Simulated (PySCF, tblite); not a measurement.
# C4H4F2O3: geometry, infrared bands and NMR shifts

Aim: predict the infrared bands and NMR shifts of C4H4F2O3 (`O=C1OCCC(F)(F)O1`).

The runs use tblite 0.8.0 and PySCF 2.14.0, with density-fitted response routines of our own; the level of theory stands in each step. All values are computed, except where a source is named. Atoms count from 0, in the outputs and in this text.

### Step 1. The molecule as given

13 atoms, charge 0, multiplicity 1; geometry from: force field or distance geometry start.

Bonds of the start (Å): O0–C1 1.23, C1–O2 1.41, O2–C3 1.39, C3–C4 1.52, C4–C5 1.50, C5–F6 1.39, C5–F7 1.39, C5–O8 1.40, O8–C1 1.38, C3–H9 1.11, C3–H10 1.13, C4–H11 1.12, C4–H12 1.12.

### Step 2. Optimising the geometry with GFN2-xTB

What the job is given:

```
{"job": {"kind": "relax", "xc": "GFN2-xTB", "basis": "xTB"}, "charge": 0, "multiplicity": 1}
O     -0.492100     2.927800    -0.309700
C     -0.342100     1.751800     0.020900
O      0.950400     1.330100     0.381700
C      1.286500    -0.022300     0.326200
C      0.233900    -0.888700    -0.336300
C     -1.172400    -0.537000     0.060700
F     -2.007000    -1.079200    -0.906200
F     -1.555700    -1.137700     1.253400
O     -1.380000     0.849900     0.068500
H      2.203700    -0.136700    -0.289100
H      1.542700    -0.430300     1.345400
H      0.428000    -1.981400    -0.207600
H      0.299600    -0.645700    -1.425800
```

Command:

```console
OMP_NUM_THREADS=1 python probes_run.py task.json out
```

One launch serves the whole session: the jobs run in the order shown.

**Question.** This job is followed by: GFN2-xTB harmonic vibrations, gas phase; GIAO PBE0/pcSseg-1 NMR shielding, non-relativistic, gas phase. What will the session give for the following? strongest single infrared mode (GFN2-xTB); zero-point energy (GFN2-xTB); ¹³C shifts against TMS (PBE0/pcSseg-1); ¹H shifts against TMS (PBE0/pcSseg-1, means over atoms taken as alike); ¹⁷O shifts against H2O (PBE0/pcSseg-1); ¹⁹F shifts against CFCl3 (PBE0/pcSseg-1, means over atoms taken as alike).

The runs gave:

```
                                                                 quantity                         value
                                strongest single infrared mode (GFN2-xTB)         1847 cm⁻¹, 688 km/mol
                                             zero-point energy (GFN2-xTB)                 52.4 kcal/mol
                                   ¹³C shifts against TMS (PBE0/pcSseg-1)  146.4, 129.1, 65.2, 33.6 ppm
   ¹H shifts against TMS (PBE0/pcSseg-1, means over atoms taken as alike)                4.56, 2.25 ppm
                                   ¹⁷O shifts against H2O (PBE0/pcSseg-1)       343.0, 223.5, 146.3 ppm
¹⁹F shifts against CFCl3 (PBE0/pcSseg-1, means over atoms taken as alike)                     -81.1 ppm
```

**Reading.** Relaxing lowered the energy by 0.579 eV in 43 steps; the close pair that moved most is C1–O2, from 1.407 to 1.324 Å. No mode is imaginary among the 33: a minimum at this level. The strongest single mode, at 1847 cm⁻¹, moves mainly C1 and O0. GFN2-xTB is a fitted tight-binding method: band positions and strengths are rough. Its intensities can rank the bands wrongly. The most deshielded hydrogen is H9, H10 (mean) (hydrogen on an sp3 CH2 bonded to O), at 4.56 ppm: its carbon carries O, which withdraws density. At PBE0/pcSseg-1: The widest tensor belongs to O0: span 423 ppm, with a paramagnetic part of -403 ppm.
